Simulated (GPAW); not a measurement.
The system is Ga.

```
CELL_PARAMETERS angstrom
-2.99241 2.99241 2.99241
2.99241 -2.99241 2.99241
2.99241 2.99241 -2.99241
ATOMIC_POSITIONS crystal
Ga 0.37500 0.62500 0.75000
Ga 0.62500 0.75000 0.37500
Ga 0.87500 0.25000 0.12500
Ga 0.75000 0.37500 0.62500
Ga 0.12500 0.87500 0.25000
Ga 0.25000 0.12500 0.87500
```

This isn't the form of Ga at room conditions, which is orthorhombic.

| Item | Value |
| --- | --- |
| Program | GPAW 26.7.0 |
| Task | relaxation of cell and atoms |
| Functional | PBEsol |
| Dispersion | D3(BJ) |
| Potentials or basis | PAW data sets generated in the run's folder for this functional |
| Cutoff | 600 eV |
| Basis | pw |
| k mesh | 6 × 6 × 6 |
| Occupations | fermi-dirac, width 0.05 eV |
| Spin | no spin polarisation |

At the start: pressure -3.0 GPa; volume 17.86 Å³/atom.

Problem. Where does the relaxation end?

Solution. Over 4 steps the energy falls by 8.5 meV/atom and the volume is 17.03 Å³/atom (-4.7 %); space group I-43d (No. 220, to 0.05 Å).

The path:
```tsv
step	energy change (eV)	largest force (eV/Å)	pressure (GPa)	volume (Å³)
1	0.0000	0.0000	-3.00	107.18
2	-0.0047	0.0000	-2.87	106.93
3	-0.0505	0.0000	0.27	101.76
4	-0.0507	0.0000	-0.02	102.17
```

Final structure:
```
Ga
1.0
    -2.94506    2.94506    2.94506
     2.94506   -2.94506    2.94506
     2.94506    2.94506   -2.94506
Ga
6
Cartesian
  2.9451 1.4725 0.7363
  1.4725 0.7363 2.9451
  -1.4725 2.2088 2.9451
  0.7363 2.9451 1.4725
  2.9451 -1.4725 2.2088
  2.2088 2.9451 -1.4725
```

Caveat: later steps reuse the first step's grids; pairwise dispersion overbinds metals, which lowers pressure and volume.
